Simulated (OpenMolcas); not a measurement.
**Os²⁺ among point charges: CASSCF levels and susceptibility**

How does a field of 6 point charges split the states of Os²⁺, and what χT follows?

Method: state-averaged CASSCF, spin-orbit coupling by RASSI with atomic mean-field integrals. Code: OpenMolcas 26.06.

1 further run of the same task is left out (it didn't finish).

## 1. Starting point

| Quantity | Value |
| --- | --- |
| Species | Os²⁺ (osmium, Z = 76, 74 electrons) |
| Basis | ANO-RCC-VDZP [7s6p4d2f1g], 68 functions |
| Scalar Hamiltonian | DKH2, point nucleus |
| Inactive shells | 1s 2s 2p 3s 3p 3d 4s 4p 4d 4f 5s 5p |
| Active space | 6 electrons in 5 orbitals (5d) |
| Some configurations of this space | 5d6 |
| Orbitals | optimised for each spin and parity, averaged over all roots |

Outer shells as boxes (Hund's rule):

5d6
```
5d [↑↓][↑ ][↑ ][↑ ][↑ ]
```

The ion sits among 6 point charges of -1.7 e arranged as an octahedron (Oh), 1.71 Å from the ion. The active orbitals were held to one l.

The work runs as a chain of OpenMolcas steps in one folder; each step below is one input file. Labels, J, g values, rates, χT and fits are worked out afterwards by a script from the matrices that RASSI stores. The input lists half of the charges; inversion (Group=XYZ) makes the rest.

## 2. One- and two-electron integrals

Input file a.inp:

```
&GATEWAY
Coord
1

Os 0.0 0.0 0.0
Basis=ANO-RCC-VDZP
Group=XYZ
NoMove
AngMom=0.0 0.0 0.0
AMFI
XField
3 Angstrom 0
1.710000 0.000000 0.000000 -1.700000
0.000000 1.710000 0.000000 -1.700000
0.000000 0.000000 1.710000 -1.700000
&SEWARD
```

## 3. CASSCF: quintets of even parity, 5 roots

Input file a.inp:

```
&RASSCF
FileOrb=start.orb
Symmetry=1
Spin=5
nActEl=6 0 0
Inactive=15 19
Ras2=5 0
CIRoot=5 5 1
SDav=5
CIMx=300
Iter=120 100
PrWF=0.3
OrbListing=Nothing
MaxOrb=0
SupSym
1
20 4 5 6 7 8 10 11 12 13 14 16 17 18 19 20 23 24 25 26 27
0
>>> COPY $Project.JobIph JOB001
```

start.orb holds the contracted functions of the basis, ordered by shell, or the orbitals of the step before.

## 4. Reference wave functions, triplets of even parity, 45 roots

Input file a.inp:

```
&RASSCF
FileOrb=start.orb
Symmetry=1
Spin=3
nActEl=6 0 0
Inactive=15 19
Ras2=5 0
CIRoot=45 45 1
SDav=45
CIMx=300
Iter=120 100
PrWF=0.3
OrbListing=Nothing
MaxOrb=0
SupSym
1
20 4 5 6 7 8 10 11 12 13 14 16 17 18 19 20 23 24 25 26 27
0
>>> COPY $Project.JobIph JOB002
```

## 5. CASSCF: singlets of even parity, 50 roots

Input file a.inp:

```
&RASSCF
FileOrb=start.orb
Symmetry=1
Spin=1
nActEl=6 0 0
Inactive=15 19
Ras2=5 0
CIRoot=50 50 1
SDav=50
CIMx=300
Iter=120 100
PrWF=0.3
OrbListing=Nothing
MaxOrb=0
SupSym
1
20 4 5 6 7 8 10 11 12 13 14 16 17 18 19 20 23 24 25 26 27
0
>>> COPY $Project.JobIph JOB003
```

## 6. RASSI: spin-orbit coupling between the states

Input file a.inp:

```
&RASSI
NrOfJobIphs=3 5 45 50
1 2 3 4 5
1 2 3 4 5 6 7 8 9 10 11 12 13 14 15 16 17 18 19 20 21 22 23 24 25 26 27
28 29 30 31 32 33 34 35 36 37 38 39 40 41 42 43 44 45
1 2 3 4 5 6 7 8 9 10 11 12 13 14 15 16 17 18 19 20 21 22 23 24 25 26 27
28 29 30 31 32 33 34 35 36 37 38 39 40 41 42 43 44 45 46 47 48 49 50
IphNames
JOB001
JOB002
JOB003
EJob
SpinOrbit
DIPRint=1.0
SOCoupling=1000.0
Subsets=2
Property=9
'ANGMOM' 1 'ANGMOM' 2 'ANGMOM' 3 'MLTPL  1' 1 'MLTPL  1' 2 'MLTPL  1' 3
'AMFI' 1 'AMFI' 2 'AMFI' 3
SOProperty=3
'ANGMOM' 1 'ANGMOM' 2 'ANGMOM' 3
```

Q: Predict the outcome of this session. Wanted: spin-free ground state; first state of the same spin within the active space; lowest level; next level.

**Answer**, as computed:

```
                                            quantity                            value
                                              method                           CASSCF
                              spin-free ground state  1A1, 1-fold in its orbital part
first state of the same spin within the active space                1T1 at 23600 cm⁻¹
                                        lowest level                        1-fold A1
                                          next level                     16590.8 cm⁻¹
                                         χT at 300 K                   0.05 cm³ K/mol
                           effective moment at 300 K                          0.65 μB
```

The spin-free ground state (1A1) comes to 55 % from free-ion G terms and has less than the highest spin computed. The field of point charges can differ much from that of real complexes. With metal d orbitals alone active, the gaps between spin states are rough; where two lie within a few thousand cm-1, their order is open. This is an electrostatic model: the charges have no orbitals.
